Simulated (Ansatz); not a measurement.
**KMnF3: properties at the relaxed cell**

The task here is to estimate one member of a computed series from the others.

Computed with Ansatz 0.2.0 (DFT r2SCAN, scalar-relativistic, plane waves, PAW, unless a step's input says otherwise).

1 further run of the same task is left out (set aside as unsound or not needed).

**Starting point**

Symmetry: Pm-3m, No. 221, cubic system. The conventional cell has a = 4.187 Å, b = 4.187 Å, c = 4.187 Å, α = 90.00°, β = 90.00°, γ = 90.00°. K (site symmetry m-3m) has 12 F at 2.96 Å as nearest neighbours. Mn (site symmetry m-3m) has 6 F at 2.09 Å as nearest neighbours. Around F (site symmetry 4/mmm) lie 2 Mn at 2.09 Å and 4 K at 2.96 Å.

Structure file:

```
CELL_PARAMETERS angstrom
4.18745 0.00000 0.00000
0.00000 4.18745 0.00000
0.00000 0.00000 4.18745
ATOMIC_POSITIONS crystal
K 0.50000 0.50000 0.50000
Mn 0.00000 0.00000 0.00000
F 0.50000 0.00000 0.00000
F 0.00000 0.50000 0.00000
F 0.00000 0.00000 0.50000
```

It is the result of an earlier relaxation at this level (volume 14.69 Å³/atom; gap on the mesh: 2.02 eV, site moments up to 4.2 μB).

Set-up of the first run:

File input.yaml:

```yaml
crystal:
  lattice:
    - [4.1451540945, 0.0, 0.0]
    - [0.0, 4.1451540945, 0.0]
    - [0.0, 0.0, 4.1451540945]
  atoms:
    - { symbol: K, position: [0.5, 0.5, 0.5] }
    - { symbol: Mn, position: [0.0, 0.0, 0.0], spin: 4.65 }
    - { symbol: F, position: [0.5, 0.0, 0.0] }
    - { symbol: F, position: [0.0, 0.5, 0.0] }
    - { symbol: F, position: [0.0, 0.0, 0.5] }
basis:
  ecutwfc: 500
kpoints:
  mp_grid: { grid: [6, 6, 6] }
hamiltonian:
  xc: r2scan
scf:
  occupations: { method: gaussian, width: 0.02 }
output:
  forces: true
  stress: true
  eigenvalues: true
  populations: true
magnetization:
  spin_polarized: true
```

Started as:

```bash
> ansatz run input.yaml --threads 2 --pin off --max-ram 5120MiB --backend cpu --events-out ev --progress --plain --runs-dir out
```

Among the steps run: Volume × 0.97; The cell scaled to 1.03 of its volume; Volume × 0.94; Volume × 1.06; The cell scaled to 0.91 of its volume; Volume × 1.10; Volume × 0.88.

One table of the session follows, with a row left open; its other results are not shown here.

It belongs to the step «Energy against volume». 

```
volume (Å³/atom)  energy above the lowest point (meV/atom)  pressure (GPa)  gap on the mesh (eV)  largest moment (μB)
          12.923                                      59.9           12.33                  1.79                 4.12
          13.364                                      31.5            8.40                  1.85                 4.15
          13.804                                      13.1            5.10                  1.91                 4.18
          14.245                                         ?               ?                     ?                    ?
          14.685                                       0.0           -0.05                  2.02                 4.23
          15.126                                       2.9           -2.04                  2.08                 4.25
          15.566                                      10.9           -3.72                  2.13                 4.27
          16.154                                      28.1           -5.56                  2.20                 4.30
```

Q: Estimate the row for volume (Å³/atom) = 14.245 from the others.

Worked estimate for «energy above the lowest point (meV/atom)». A straight line through the neighbours (13.804, 13.1) and (14.685, 0.0) gives 13.1 + (0.0 − 13.1) × (14.245 − 13.804) / (14.685 − 13.804) = 6.5; a parabola fitted to 4 rows on both sides gives 3.0.

As computed: energy above the lowest point (meV/atom): 3.0; pressure (GPa): 2.31; gap on the mesh (eV): 1.96; largest moment (μB): 4.20. In «energy above the lowest point (meV/atom)» the line misses by +3.5 and the parabola by 0.0.

Caveats from the session: The magnetic state reached may not be the lowest one. Warnings in the runs' records: stability check not made.
